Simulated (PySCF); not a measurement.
# C3H2F5I (trans-1-Iodo-2,2,3,3,3-pentafluoropropane): the cost of one run

Programs: PySCF 2.14.0, with routines of our own; each step states its level. All values are computed. Atoms count from 0.

### 1 The starting structure

11 atoms, charge 0, multiplicity 1; geometry from: GFN2-xTB.

### 2 Optimising the geometry at PBE0-D3(BJ)/def2-SVP

What the job is given:

```
{"job": {"xc": "PBE0", "basis": "def2-SVP", "d3": "d3bj", "grid": 1, "maxiter": 30, "shake": 0.01, "kind": "geom"}, "charge": 0, "multiplicity": 1}
F      1.382470    -0.510400    -1.261290
C      1.291910     0.048890    -0.045000
F      1.543410     1.347420    -0.166000
F      2.293070    -0.494140     0.684480
C     -0.103540    -0.204580     0.579640
F     -0.250770     0.648100     1.633000
F     -0.066010    -1.451930     1.119280
C     -1.250310    -0.100870    -0.378950
I     -1.487770     1.852810    -1.188930
H     -2.180160    -0.340820     0.185040
H     -1.134180    -0.820310    -1.176940
```

Run with:

```
$ OMP_NUM_THREADS=1 python heavy_run.py task.json out
```

This one command runs all jobs of the session in turn.

Q: Estimate the wall time and peak memory of this first job on 1 thread of Arm Neoverse V1, shared host.

About 2.3 min, with a peak of 0.6 GiB.
